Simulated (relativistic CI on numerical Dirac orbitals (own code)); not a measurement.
# Sc²⁺: 2p photoemission with charge transfer

Aim: the 2p photoemission spectrum of Sc²⁺ in a cubic metal-ligand cluster, for 3 values of Upd.

The numbers are computed with relativistic CI on numerical Dirac orbitals (own code) version 3 (charge-transfer multiplet model of a cubic metal-ligand cluster with up to 2 ligand holes, Slater and spin-orbit integrals from Dirac-Coulomb-Breit ions, Slater integrals scaled by 0.9), except any that are marked as measured or tabulated.

**1. What is computed**

```
ion                  : Sc²⁺ (Sc III)
nuclear charge       : 21
electrons            : 19
d electrons          : 1
ligand holes at most : 2
parameters           : in eV; Veg, Vt2g hoppings, tenDq and tenDqL metal and ligand splittings (negative tenDq: tetrahedral), red the scaling of hopping with a core hole
temperature          : 300 K
widths               : Lorentz 0.6 eV, Gauss 0.8 eV
```

**2. Upd = 4.4 eV**

Settings of the run:

```ini
cluster ion=Sc2+ d1 ligand_holes=2 slater_scale=0.9
Delta=8.2 Udd=3.9 Upd=4.4 tenDq=0.55 tenDqL=1.5 Veg=1.55 Vt2g=-0.72 red=1
spectrum xps 2p T=300 lorentz=0.6 gauss=0.8
```

Launch:

```console
$ python run_levels.py task.json out
```

task.json lists these runs, among others, and the program works through them in turn.

**3. Upd = 5.6 eV**

Settings of the run:

```ini
cluster ion=Sc2+ d1 ligand_holes=2 slater_scale=0.9
Delta=8.2 Udd=3.9 Upd=5.6 tenDq=0.55 tenDqL=1.5 Veg=1.55 Vt2g=-0.72 red=1
spectrum xps 2p T=300 lorentz=0.6 gauss=0.8
```

**4. Upd = 6.2 eV**

Settings of the run:

```ini
cluster ion=Sc2+ d1 ligand_holes=2 slater_scale=0.9
Delta=8.2 Udd=3.9 Upd=6.2 tenDq=0.55 tenDqL=1.5 Veg=1.55 Vt2g=-0.72 red=1
spectrum xps 2p T=300 lorentz=0.6 gauss=0.8
```

(Steps that only read results are left out.)

**Question.** What will these runs give? Wanted: d count; ground spin.

The runs gave:

| run | d count | weight without ligand hole | ground S | up to four highest peaks (% of the highest), eV from the first main peak |
| --- | --- | --- | --- | --- |
| Upd = 4.4 eV | 1.17 | 0.84 | 0.50 | 0.0 (100), 2.4 (14), 4.7 (52) |
| Upd = 5.6 eV | 1.17 | 0.84 | 0.50 | 0.0 (100), 2.4 (15), 4.8 (53), 11.0 (7) |
| Upd = 6.2 eV | 1.17 | 0.84 | 0.50 | 0.0 (100), 2.5 (15), 4.9 (55), 11.0 (10) |

| quantity | value |
| --- | --- |
| d count | 1.17 to 1.17 |
| ground spin (effective S from ⟨S²⟩) | 0.50 |

**Reading.** From Upd = 4.4 eV to Upd = 6.2 eV the ground-state d count stays at 1.17, as the core hole does not act on the ground state. In the first run d1 holds 84 % of the ground state. The cluster parameters are drawn, not fitted to a compound.
